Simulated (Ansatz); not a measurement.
# C2H3Cl2Si (SMILES [H]/[C]=C/[SiH](Cl)Cl) at 6 levels

We compute a comparison of 6 runs (U-wB97X/def2-SVP, UB2PLYP/def2-SVP, UPBE/def2-SVP, UPBE0/def2-SVP, UMP2/def2-SVP, UCCSD(T)/def2-SVP) of C2H3Cl2Si. 

The results are computed with Ansatz 0.2.0.

61 further runs of the same task are left out: 61 set aside as unsound or not needed.

### 1 The system as given

The species is C2H3Cl2Si (8 atoms), meant as a doublet with charge 0. As SMILES, `[H]/[C]=C/[SiH](Cl)Cl`. One bond was lengthened or shortened from a relaxed shape.

Bond lengths: C1–C2 1.302 Å, C2–Si3 1.849 Å, Si3–Cl4 2.046 Å, Si3–Cl5 2.046 Å, C1–H6 1.081 Å, C2–H7 1.096 Å, Si3–H8 1.694 Å. Angles: C1–C2–Si3 119.3°, C2–Si3–Cl4 109.6°, C2–Si3–Cl5 109.6°, Cl4–Si3–Cl5 108.1°, C1–C2–H7 121.6°, Si3–C2–H7 119.1°, C2–C1–H6 140.4°, C2–Si3–H8 111.7°, Cl4–Si3–H8 108.9°, Cl5–Si3–H8 108.9°.

### 2 A single-point energy at U-wB97X/def2-SVP (run 1)

molecule.yaml reads:

```yaml
crystal:
  periodic: [false, false, false]
  atoms:
    - {symbol: C, position_ang: [-0.470334, 1.417614, 0.836268]}
    - {symbol: C, position_ang: [-0.196734, 0.146914, 0.914868]}
    - {symbol: Si, position_ang: [0.298466, -0.767986, -0.614132]}
    - {symbol: Cl, position_ang: [-1.016234, -2.298786, -0.953932]}
    - {symbol: Cl, position_ang: [2.160966, -1.575686, -0.357632]}
    - {symbol: H, position_ang: [-0.775634, 2.244214, 1.462568]}
    - {symbol: H, position_ang: [-0.252734, -0.394286, 1.865968]}
    - {symbol: H, position_ang: [0.322500, 0.245600, -1.971100]}
basis:
  gaussian:
    orbitals: def2-SVP
magnetization:
  spin_polarized: true
  initial_magnetization: 1
hamiltonian:
  xc: {name: wB97X}
accuracy: high
output:
  orbitals: {seedname: orbitals}
```

Run with:

```
$ ansatz run molecule.yaml --threads 1 --pin off --max-ram 3480MiB --events-out events.jsonl --progress --plain --runs-dir runs
```

Standard output:

```text
Warning: RAYON_NUM_THREADS=1 ignored (pool sized by the plan → 1); use --threads N
Functional definition: wB97X
  name "wB97X"
  parameter omega = 0.3/bohr
  parameter cx = 0.157706
  parameter cx1 = 0.726479
  parameter cx2 = 1.04760
  parameter cx3 = -5.70635
  parameter cx4 = 13.2794
  parameter css1 = -4.33879
  parameter css2 = 18.2308
  parameter css3 = -31.7430
  parameter css4 = 17.2901
  parameter cos1 = 2.37031
  parameter cos2 = -11.3995
  parameter cos3 = 6.58405
  parameter cos4 = -3.78132
  exchange = spin_sum(e_x_unif_sr(omega)*poly(b97_u_x, 1 - cx, cx1, cx2, cx3, cx4)) + cx*exact_x_sr(omega)
      + exact_x_lr(omega)
  correlation = spin_sum(e_c_pw_same_spin*poly(b97_u_same, 1, css1, css2, css3, css4))
      + integral(e_c_pw_opposite_spin*poly(b97_u_opposite, 1, cos1, cos2, cos3, cos4))
2045 factors; integrals over basis functions are off by at most 7.4e-9 eV
397 factors; integrals over basis functions are off by at most 2.4e-9 eV
mean field evaluation 1: about -35030.3774 eV, gradient 2.0e1 eV
mean field evaluation 2: about -35031.8283 eV, gradient 1.3e1 eV
mean field evaluation 4: about -35032.6689 eV, gradient 6.2e-1 eV
mean field evaluation 8: about -35032.8072 eV, gradient 1.2e-1 eV
mean field evaluation 16: about -35032.8082 eV, gradient 6.5e-4 eV
mean field -35032.80820989 eV, -1287.4319556231 hartree, gradient 7.1e-8 eV, S^2 0.764993; 0 other end points of the search recorded, 0 dependent functions left out
reference -35032.80820726 eV, -1287.4319555267 hartree; 32, 31 occupied and 65, 66 virtual orbitals, 2045 factors
Total energy: -35032.80820726 eV, -1287.4319555267 hartree
```

Wall time 68 s (1 thread of Arm Neoverse V1, shared host); peak memory 1 GiB.

### 3 The energy at UB2PLYP/def2-SVP (run 2)

run.yaml reads:

```yaml
crystal:
  periodic: [false, false, false]
  atoms:
    - {symbol: C, position_ang: [-0.470334, 1.417614, 0.836268]}
    - {symbol: C, position_ang: [-0.196734, 0.146914, 0.914868]}
    - {symbol: Si, position_ang: [0.298466, -0.767986, -0.614132]}
    - {symbol: Cl, position_ang: [-1.016234, -2.298786, -0.953932]}
    - {symbol: Cl, position_ang: [2.160966, -1.575686, -0.357632]}
    - {symbol: H, position_ang: [-0.775634, 2.244214, 1.462568]}
    - {symbol: H, position_ang: [-0.252734, -0.394286, 1.865968]}
    - {symbol: H, position_ang: [0.322500, 0.245600, -1.971100]}
basis:
  gaussian: {orbitals: def2-SVP}
magnetization: {spin_polarized: true, initial_magnetization: 1}
correlation: {frozen_orbitals: {C: 1, Cl: 5, H: 0, Si: 5}}
output: {orbitals: {seedname: orbitals}}
accuracy: high
hamiltonian: {xc: {name: B2PLYP}}
```

Run with:

```
$ ansatz run run.yaml --threads 1 --pin off --max-ram 3480MiB --events-out events.jsonl --progress --plain --runs-dir runs
```

Standard output, cut to the lines that bear on the results:

```text
Warning: RAYON_NUM_THREADS=1 ignored (pool sized by the plan → 1); use --threads N
Functional definition: B2PLYP
  name "B2PLYP"
[...]
2045 factors; integrals over basis functions are off by at most 7.4e-9 eV
[...]
mean field -35014.28190020 eV, -1286.7511262998 hartree, gradient 1.5e-8 eV, S^2 0.776863; 0 other end points of the search recorded, 0 dependent functions left out
17 core orbitals not correlated: weight in the atoms' cores, before any rotation towards them, 1.000 or more for the frozen orbitals, at most 0.000 for the correlated occupied ones
reference -35014.28192519 eV, -1286.7511272180 hartree; 15, 14 occupied and 65, 66 virtual orbitals, 2045 factors
second order -19.76430565 eV of doubles, -0.00000000 eV of singles
Total energy: -35019.61828771 eV, -1286.9472349237 hartree
```

It took 20 s on 1 thread of Arm Neoverse V1, shared host; peak memory 0.54 GiB.

### 4 The energy at UPBE/def2-SVP (run 3)

in.yaml reads:

```yaml
crystal:
  periodic: [false, false, false]
  atoms:
    - {symbol: C, position_ang: [-0.470334, 1.417614, 0.836268]}
    - {symbol: C, position_ang: [-0.196734, 0.146914, 0.914868]}
    - {symbol: Si, position_ang: [0.298466, -0.767986, -0.614132]}
    - {symbol: Cl, position_ang: [-1.016234, -2.298786, -0.953932]}
    - {symbol: Cl, position_ang: [2.160966, -1.575686, -0.357632]}
    - {symbol: H, position_ang: [-0.775634, 2.244214, 1.462568]}
    - {symbol: H, position_ang: [-0.252734, -0.394286, 1.865968]}
    - {symbol: H, position_ang: [0.322500, 0.245600, -1.971100]}
basis:
  gaussian:
    orbitals: def2-SVP
magnetization:
  spin_polarized: true
  initial_magnetization: 1
hamiltonian:
  xc: {name: PBE}
accuracy: high
output:
  orbitals: {seedname: orbitals}
```

Run with:

```
$ ansatz run in.yaml --threads 1 --pin off --max-ram 3480MiB --events-out events.jsonl --progress --plain --runs-dir runs
```

Standard output:

```text
Warning: RAYON_NUM_THREADS=1 ignored (pool sized by the plan → 1); use --threads N
Functional definition: PBE
  name "PBE"
  parameter kappa = 0.804
  parameter beta = 0.06672455060314922
  exchange = pbe_x(kappa = kappa, mu = beta*pi^2/3)
  correlation = pbe_c(beta = beta)
2045 factors; integrals over basis functions are off by at most 7.4e-9 eV
mean field evaluation 1: about -35010.0614 eV, gradient 3.3e1 eV
mean field evaluation 2: about -34998.1240 eV, gradient 5.4e1 eV
mean field evaluation 4: about -35015.9910 eV, gradient 8.0e0 eV
mean field evaluation 8: about -35016.3387 eV, gradient 3.1e-1 eV
mean field evaluation 16: about -35016.3396 eV, gradient 2.9e-4 eV
mean field -35016.33963317 eV, -1286.8267465914 hartree, gradient 4.7e-8 eV, S^2 0.758002; 0 other end points of the search recorded, 0 dependent functions left out
reference -35016.33963618 eV, -1286.8267467023 hartree; 32, 31 occupied and 65, 66 virtual orbitals, 2045 factors
Total energy: -35016.33963618 eV, -1286.8267467023 hartree
```

It took 13 s on 1 thread of Arm Neoverse V1, shared host; peak memory 0.31 GiB.

Runs 4 to 5 aren't shown in full; the table further down has their settings and results.

### 5 A single-point energy at UCCSD(T)/def2-SVP (run 6)

run.yaml reads:

```yaml
crystal:
  periodic: [false, false, false]
  atoms:
    - symbol: C
      position_ang: [-0.470334, 1.417614, 0.836268]
    - symbol: C
      position_ang: [-0.196734, 0.146914, 0.914868]
    - symbol: Si
      position_ang: [0.298466, -0.767986, -0.614132]
    - symbol: Cl
      position_ang: [-1.016234, -2.298786, -0.953932]
    - symbol: Cl
      position_ang: [2.160966, -1.575686, -0.357632]
    - symbol: H
      position_ang: [-0.775634, 2.244214, 1.462568]
    - symbol: H
      position_ang: [-0.252734, -0.394286, 1.865968]
    - symbol: H
      position_ang: [0.322500, 0.245600, -1.971100]
basis:
  gaussian: {orbitals: def2-SVP}
correlation: {method: ccsd_t, frozen_orbitals: {C: 1, Cl: 5, H: 0, Si: 5}}
accuracy: high
magnetization: {spin_polarized: true, initial_magnetization: 1}
scf: {omitted_lower_state_checks: [cluster_reference, increment]}
```

Run with:

```
$ ansatz run run.yaml --threads 1 --pin off --max-ram 3480MiB --events-out events.jsonl --progress --plain --runs-dir runs
```

Standard output, cut to the lines that bear on the results:

```text
Warning: RAYON_NUM_THREADS=1 ignored (pool sized by the plan → 1); use --threads N
Functional definition: HF
  name "HF"
[...]
2045 factors; integrals over basis functions are off by at most 7.4e-9 eV
[...]
mean field -34966.39289178 eV, -1284.9912377004 hartree, gradient 2.3e-8 eV, S^2 0.928981; 0 other end points of the search recorded, 0 dependent functions left out
17 core orbitals not correlated: weight in the atoms' cores, before any rotation towards them, 1.000 or more for the frozen orbitals, at most 0.000 for the correlated occupied ones
reference -34966.39289178 eV, -1284.9912377004 hartree; 15, 14 occupied and 65, 66 virtual orbitals, 2045 factors
second order -15.72322917 eV of doubles, -0.00000000 eV of singles
cycle   1  -16.76927495 eV  change    -1.0e0 eV  update   1.0e-1
[...]
cycle  26  -17.44335017 eV  change   -1.4e-9 eV  update  5.1e-10
perturbative correction -0.51787476 eV, -0.0190315464 hartree
Total energy: -34984.35411670 eV, -1285.6513005419 hartree
Checks for a lower state left out: cluster_reference, increment
```

Run time: 1.7 min. Hardware: 1 thread of Arm Neoverse V1, shared host; peak memory 1.1 GiB.

### 6 Overview of the runs

```tsv
run	level	frozen core orbitals	energy (Eh)	HOMO energy (eV)	LUMO energy (eV)	⟨S²⟩	wall time
1	U-wB97X/def2-SVP	–	-1287.431956	-9.50	-0.28	0.765	68 s
2	UB2PLYP/def2-SVP	17	-1286.947235	-8.51	-0.56	0.777	20 s
3	UPBE/def2-SVP	–	-1286.826747	-5.64	-3.39	0.758	13 s
4	UPBE0/def2-SVP	–	-1286.942829	-7.17	-2.20	0.764	21 s
5	UMP2/def2-SVP	17	-1285.569056	–	–	0.929	6.3 s
6	UCCSD(T)/def2-SVP	17	-1285.651301	–	–	0.929	1.7 min
```

### 7 Outcome

| quantity | value |
| --- | --- |
| run 6: total energy | -1285.65130 Eh |
| run 6: correlation energy (17 core orbitals frozen) | -660.1 mEh |
| run 6: (T) correction | -19.03 mEh |
| run 6: ⟨S²⟩ of the reference determinant | 0.929 |
| run 6: T1 diagnostic | 0.026 |

What this shows: Totals of different functionals can't be ranked against each other. Spin contamination of the reference: run 5 ⟨S²⟩ = 0.93, run 6 ⟨S²⟩ = 0.93. All runs together took 3.8 min, the longest 1.7 min.
